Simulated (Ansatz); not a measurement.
# Cr (Chromium): the cost of one run

Program: Ansatz 0.2.0. Level of theory: DFT LDA, scalar-relativistic, plane waves, PAW. These are calculated values, not measurements.

2 further runs of the same task are left out: 2 set aside as unsound or not needed.

## 1. The structure to begin with

The structure is cubic, space group Im-3m (No. 229). Conventional cell: a = 2.788 Å, b = 2.788 Å, c = 2.788 Å, α = 90.00°, β = 90.00°, γ = 90.00°. Around Cr (site symmetry m-3m) lie 8 Cr at 2.41 Å.

Structure file:

```
CELL_PARAMETERS angstrom
-1.39416 1.39416 1.39416
1.39416 -1.39416 1.39416
1.39416 1.39416 -1.39416
ATOMIC_POSITIONS crystal
Cr 0.00000 0.00000 0.00000
```

It is the result of an earlier relaxation at this level (volume 10.84 Å³/atom; gap on the mesh: none (metal)).

## 2. The bulk in the cell of the plane

The input, input.yaml:

```yaml
crystal:
  lattice:
    - [2.4147516651, 0.0, 0.0]
    - [-0.8049172217, 2.2766497031, 0.0]
    - [0.8049172217, 1.1383248515, 1.9716364784]
  atoms:
    - { symbol: Cr, position: [0.0, 0.0, 0.0] }
basis:
  ecutwfc: 420
kpoints:
  mp_grid: { grid: [15, 15, 17] }
hamiltonian:
  xc: lda
scf:
  occupations: { method: gaussian, width: 0.1 }
output:
  forces: true
  stress: true
  eigenvalues: true
```

Started as:

```console
ansatz run input.yaml --threads 2 --pin off --max-ram 5120MiB --backend cpu --events-out ev --progress --plain --runs-dir out
```

Q: Estimate wall time and peak memory on 2 threads of Intel Xeon at 2.50GHz (Skylake/Cascade Lake), shared host.

About 9.2 s, with a peak of 0.45 GiB.
